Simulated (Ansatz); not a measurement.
Predict the output of the script below (Ansatz 0.2.0, Python API).

`fh3sesi_scan.py`:
```python
"""Stretching a bond of FH3SeSi, the rest held rigid."""

import ansatz as az
import numpy as np

BASIS_SET = "def2-SVP"
XC = "B3LYP"


def main() -> None:
    geometry_ang = [
        ("F", [-1.9404, 0.5205, -0.4063]),
        ("Si", [-0.4057, -0.0073, -0.3909]),
        ("Se", [0.4865, 0.4133, 1.6402]),
        ("H", [-0.322, -1.4421, -0.6474]),
        ("H", [0.3852, 0.6714, -1.4466]),
        ("H", [1.8385, -0.2198, 1.2048]),
    ]
    system = az.Crystal.molecule()
    for symbol, xyz in geometry_ang:
        system = system.atom(symbol, xyz)

    symbols = [site.symbol for site in system.cartesian_sites]
    start = np.array([site.position_ang for site in system.cartesian_sites])
    axis = (start[0] - start[1]) / np.linalg.norm(start[0] - start[1])
    moving = [0]
    lengths, energies = [1.428, 1.493, 1.558, 1.623, 1.688, 1.753, 1.818, 1.915], []
    for length in lengths:
        xyz = start.copy()
        xyz[moving] += (length - np.linalg.norm(start[0] - start[1])) * axis
        point = az.Crystal.molecule()
        for symbol, place in zip(symbols, xyz):
            point = point.atom(symbol, place.tolist())
        calculation = (
            point.calculation()
            .basis(gaussian=BASIS_SET)
            .functional(XC)
        )
        rep = calculation.run(threads=1).report
        energies.append(rep["free_energy_ev"])
        print(f"r = {length:6.3f} A  E = {energies[-1]:.5f} eV  <S^2> = {abs(rep['mean_field']['state']['spin_squared']):.3f}")

    # quartic fit about the minimum
    fit = np.polynomial.Polynomial.fit(lengths, np.array(energies) - min(energies), 4).convert()
    roots = [r.real for r in fit.deriv().roots() if abs(r.imag) < 1e-9 and fit.deriv(2)(r.real) > 0]
    r_e = min(roots, key=lambda r: abs(r - lengths[int(np.argmin(energies))]))
    print(f"minimum of the fit at {r_e:.4f} A, force constant {fit.deriv(2)(r_e):.2f} eV/A^2")


if __name__ == "__main__":
    main()
```

`python fh3sesi_scan.py` gives:
```text
r =  1.428 A  E = -75982.82410 eV  <S^2> = 0.000
r =  1.493 A  E = -75983.39193 eV  <S^2> = 0.000
r =  1.558 A  E = -75983.67528 eV  <S^2> = 0.000
r =  1.623 A  E = -75983.75443 eV  <S^2> = 0.000
r =  1.688 A  E = -75983.68810 eV  <S^2> = 0.000
r =  1.753 A  E = -75983.51970 eV  <S^2> = 0.000
r =  1.818 A  E = -75983.28132 eV  <S^2> = 0.000
r =  1.915 A  E = -75982.84569 eV  <S^2> = 0.000
minimum of the fit at 1.6215 A, force constant 34.87 eV/A^2
```

Total energies depend on the basis set; only differences at equal settings carry meaning. The rest of the molecule is held rigid at a force-field or estimated start geometry, and the basis set is modest; single-reference methods fail as a bond breaks. b3lyp holds the VWN-RPA fit, as in Gaussian; the form of ORCA and Turbomole is b3lyp5. The orbitals are restricted, so S² is zero by construction. Run time: 14 s on 1 thread of Arm Neoverse V2 (shared host), peak memory 0.22 GiB.
